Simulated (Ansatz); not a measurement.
# ScAl2As3: the cost of one run

Computed with Ansatz 0.2.0 (DFT PBE, scalar-relativistic, plane waves, PAW, unless a step's input says otherwise).

1 further run of the same task is left out (it didn't finish).

## 1. The structure to begin with

The structure is hexagonal, space group P6/mmm (No. 191). The conventional cell has a = 5.675 Å, b = 5.675 Å, c = 4.414 Å, α = 90.00°, β = 90.00°, γ = 120.00°. Around Sc (site symmetry 6/mmm) lie 6 Al at 3.28 Å and 12 As at 3.59 Å. Al (site symmetry -6m2) has 6 As at 2.75 Å as nearest neighbours. As (site symmetry mmm) has 4 Al at 2.75 Å and 4 As at 2.84 Å and 4 Sc at 3.59 Å as nearest neighbours.

Structure file:

```
Sc Al As
1.0
     5.67489    0.00000    0.00000
    -2.83744    4.91460    0.00000
     0.00000    0.00000    4.41381
Sc Al As
1 2 3
Direct
  0.00000 0.00000 0.00000
  0.33333 0.66667 0.00000
  0.66667 0.33333 0.00000
  0.50000 0.00000 0.50000
  0.50000 0.50000 0.50000
  0.00000 0.50000 0.50000
```

Recipe of the guess: species swapped into a database cell of GdAl3Pd2 (P6/mmm, No. 191), with Sc on the Gd sites, As on the Al sites and Al on the Pd sites. The dimensions are guesses.

## 2. The guess as it stands, on a coarse mesh

input.yaml reads:

```yaml
crystal:
  lattice:
    - [5.67488865, 0.0, 0.0]
    - [-2.83744433, 4.91459774, 0.0]
    - [0.0, 0.0, 4.41381403]
  atoms:
    - { symbol: Sc, position: [0.0, 0.0, 0.0] }
    - { symbol: Al, position: [0.33333333, 0.66666667, 0.0] }
    - { symbol: Al, position: [0.66666667, 0.33333333, 0.0] }
    - { symbol: As, position: [0.5, 0.0, 0.5] }
    - { symbol: As, position: [0.5, 0.5, 0.5] }
    - { symbol: As, position: [0.0, 0.5, 0.5] }
basis:
  ecutwfc: 420
kpoints:
  mp_grid: { grid: [6, 6, 4] }
hamiltonian:
  xc: pbe
scf:
  occupations: { method: gaussian, width: 0.1 }
  lower_state_search: "off"
output:
  forces: true
  stress: true
  eigenvalues: true
```

Command:

```
$ ansatz run input.yaml --threads 1 --pin off --max-ram 2560MiB --backend cpu --events-out ev --progress --plain --runs-dir out
```

**Question.** How long does this run take on 1 thread of Arm Neoverse V2, shared host, and how much memory does it need?

About 6.7 s, with a peak of 0.41 GiB.
